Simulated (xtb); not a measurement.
# GFN1-xTB run of CH11PSi3 (SMILES C[SiH2][SiH2][SiH2]P)

What is the energy change on altering one bond length of CH11PSi3 at GFN1-xTB? 

The results are computed with xtb 6.7.1.

16 further runs of the same task are left out: 16 set aside as unsound or not needed.

## 1. The molecule

CH11PSi3 has 16 atoms, charge 0, and is taken as a singlet. As SMILES, `C[SiH2][SiH2][SiH2]P`. The shape is that of a GFN2-xTB optimisation. This is one conformer, not always the lowest.

Bond lengths: C1–Si2 1.901 Å, Si2–Si3 2.329 Å, Si3–Si4 2.334 Å, Si4–P5 2.243 Å, C1–H6 1.087 Å, C1–H7 1.086 Å, C1–H8 1.087 Å, Si2–H9 1.469 Å, Si2–H10 1.472 Å, Si3–H11 1.472 Å, Si3–H12 1.473 Å, Si4–H13 1.468 Å, Si4–H14 1.471 Å, P5–H15 1.382 Å, P5–H16 1.382 Å. Some angles: C1–Si2–Si3 108.5°, Si2–Si3–Si4 113.6°, Si3–Si4–P5 113.3°, C1–Si2–H9 108.1°, C1–Si2–H10 107.6°, Si3–Si2–H9 114.7°, Si3–Si2–H10 111.9°, Si2–C1–H6 111.2°, Si2–C1–H7 111.7°, Si2–C1–H8 111.3°.

## 2. Energy and forces at GFN1-xTB

Input file xcontrol:

```
$chrg 0
$spin 0
$end
```

Input file coord:

```
$coord angs
     0.2235900    -1.8686500     1.4498200  C
     1.4077300    -0.4463000     1.0158700  Si
     0.9967700     0.2141600    -1.1794300  Si
    -1.2479500     0.6838300    -1.6106700  Si
    -2.1153300     2.2165500    -0.2213500  P
     0.3988200    -2.7339300     0.8164700  H
     0.3421200    -2.1893300     2.4803900  H
    -0.8139000    -1.5721200     1.3173100  H
     2.7805700    -0.9019300     1.2734100  H
     1.1628600     0.6444200     1.9728900  H
     1.4502500    -0.7978300    -2.1475700  H
     1.8122500     1.3959900    -1.5099700  H
    -1.5742900     1.2003400    -2.9459100  H
    -2.1190000    -0.4855100    -1.4158900  H
    -1.0107700     3.0467700    -0.2332800  H
    -1.6937100     1.5935300     0.9379200  H
$end
```

The run is started by

```bash
$ xtb coord --grad -I xcontrol --gfn 1 --parallel 1 > xtb.out 2> xtb.err
```

Log, cut to the lines that bear on the results:

```text
* xtb version 6.7.1
[...]
          :  # basis functions                  66          :
[...]
          :  # electrons                        32          :
[...]
          :  Hamiltonian                  GFN1-xTB          :
[...]
          :  net charge                          0          :
          :  unpaired electrons                  0          :
[...]
   *** convergence criteria satisfied after 11 iterations ***
[...]
         ::                     SUMMARY                     ::
         :::::::::::::::::::::::::::::::::::::::::::::::::::::
         :: total energy             -16.227321913760 Eh    ::
         :: gradient norm              0.025600316165 Eh/a0 ::
         :: HOMO-LUMO gap              3.538388221493 eV    ::
         ::.................................................::
         :: SCC energy               -16.381294403127 Eh    ::
         :: -> electrostatic           0.009194438600 Eh    ::
         :: repulsion energy           0.161786088385 Eh    ::
         :: dispersion energy         -0.007813599018 Eh    ::
         :: halogen bond corr.         0.000000000000 Eh    ::
         :: add. restraining           0.000000000000 Eh    ::
         :: total charge              -0.000000000000 e     ::
         :::::::::::::::::::::::::::::::::::::::::::::::::::::
[...]
        16        2.0000           -0.3989119             -10.8549 (HOMO)
        17                         -0.2688786              -7.3166 (LUMO)
[...]
     #   Z sym  total        # sym  WBO       # sym  WBO       # sym  WBO
 ---------------------------------------------------------------------------
     1   6 C    3.952 --     2 Si   1.066     7 H    0.934     6 H    0.932
                             8 H    0.932
     2  14 Si   4.237 --     1 C    1.066     3 Si   0.993    10 H    0.908
                             9 H    0.907
     3  14 Si   4.134 --     4 Si   1.002     2 Si   0.993    11 H    0.890
                            12 H    0.890
     4  14 Si   4.316 --     5 P    1.182     3 Si   1.002    14 H    0.905
                            13 H    0.904
     5  15 P    3.177 --     4 Si   1.182    15 H    0.925    16 H    0.924
     6   1 H    0.996 --     1 C    0.932
     7   1 H    0.996 --     1 C    0.934
     8   1 H    0.997 --     1 C    0.932
     9   1 H    0.989 --     2 Si   0.907
[...]
          | TOTAL ENERGY              -16.227321913760 Eh   |
          | GRADIENT NORM               0.025600316165 Eh/α |
          | HOMO-LUMO GAP               3.538388221493 eV   |
           -------------------------------------------------
[...]
```

Standard error:

```text
normal termination of xtb
```

Wall time 0.041 s (1 thread of Intel Xeon 6975P-C (Granite Rapids), shared host).

## 3. The distorted shape

Input file struc.tmol:

```
$coord
     -1.652907536414     -2.842423991451      2.350418677096  c
      0.584792756801     -0.154572038090      1.530372025315  si
     -0.191809091376      1.093516478180     -2.618143736076  si
     -4.433715117846      1.981064147133     -3.433069230060  si
     -6.072825763823      4.877485172870     -0.807634930595  p
     -1.321770827596     -4.477566212568      1.153560636064  h
     -1.428918298862     -3.448421365096      4.297913729352  h
     -3.613479493452     -2.282063503716      2.100011068322  h
      5.254515770351     -1.704400683584      2.406396144360  h
      0.122055520663      1.906590040562      3.338877721104  h
      0.665143911620     -0.818867462680     -4.447663186371  h
      1.349224768734      3.326851504047     -3.242773809310  h
     -5.050408341356      2.957126587764     -5.956307140705  h
     -6.079761058701     -0.228668199436     -3.064988375505  h
     -3.985509875607      6.446373596057     -0.830179363262  h
     -5.276079435159      3.700148002705      1.383067873900  h
$end
```

The run is started by

```bash
$ xtb struc.tmol --gfn 1 --json --grad > struc.out
```

Log, cut to the lines that bear on the results:

```text
* xtb version 6.7.1
[...]
          :  # basis functions                  66          :
[...]
          :  # electrons                        32          :
[...]
          :  Hamiltonian                  GFN1-xTB          :
[...]
          :  net charge                          0          :
          :  unpaired electrons                  0          :
[...]
   *** convergence criteria satisfied after 12 iterations ***
[...]
         ::                     SUMMARY                     ::
         :::::::::::::::::::::::::::::::::::::::::::::::::::::
         :: total energy             -16.116343623716 Eh    ::
         :: gradient norm              0.071645744293 Eh/a0 ::
         :: HOMO-LUMO gap              2.277181544720 eV    ::
         ::.................................................::
         :: SCC energy               -16.261486342635 Eh    ::
         :: -> electrostatic           0.013004478281 Eh    ::
         :: repulsion energy           0.153393234261 Eh    ::
         :: dispersion energy         -0.008250515342 Eh    ::
         :: halogen bond corr.         0.000000000000 Eh    ::
         :: add. restraining           0.000000000000 Eh    ::
         :: total charge               0.000000000000 e     ::
         :::::::::::::::::::::::::::::::::::::::::::::::::::::
[...]
        16        2.0000           -0.3884004             -10.5689 (HOMO)
        17                         -0.3047155              -8.2917 (LUMO)
[...]
          | TOTAL ENERGY              -16.116343623716 Eh   |
          | GRADIENT NORM               0.071645744293 Eh/α |
          | HOMO-LUMO GAP               2.277181544720 eV   |
           -------------------------------------------------
[...]
```

Standard error:

```text
normal termination of xtb
```

Run time: 0.042 s. Hardware: 1 thread of Intel Xeon 6975P-C (Granite Rapids), shared host.

## 4. Outcome

Level: GFN1-xTB.

```
                                                          quantity          value
                                         first shape: total energy   -16.22732 Eh
                                        first shape: dipole moment         1.45 D
                                          first shape: HOMO energy      -10.85 eV
                                          first shape: LUMO energy       -7.32 eV
                                        first shape: HOMO–LUMO gap        3.54 eV
                                    first shape: dispersion energy  -20.51 kJ/mol
                             first shape: largest force on an atom     0.580 eV/Å
                                     distorted shape: total energy   -16.11634 Eh
                                    distorted shape: dipole moment         2.28 D
                                      distorted shape: HOMO energy      -10.57 eV
                                      distorted shape: LUMO energy       -8.29 eV
                                    distorted shape: HOMO–LUMO gap        2.28 eV
                                distorted shape: dispersion energy  -21.66 kJ/mol
                         distorted shape: largest force on an atom     2.714 eV/Å
energy change with the Si2–H9 bond stretched from 1.469 to 2.645 Å       3.020 eV
```

**Reading.** With the Si2–H9 bond stretched from 1.469 to 2.645 Å the energy rises by 3.02 eV (70 kcal/mol). The first shape isn't relaxed at this level, so the change isn't measured from a minimum. The largest force (first shape) is 0.58 eV/Å: the shape isn't a stationary point for this species at this level. Mulliken charges (first shape) run from -0.20 on C1 to +0.17 on Si2.
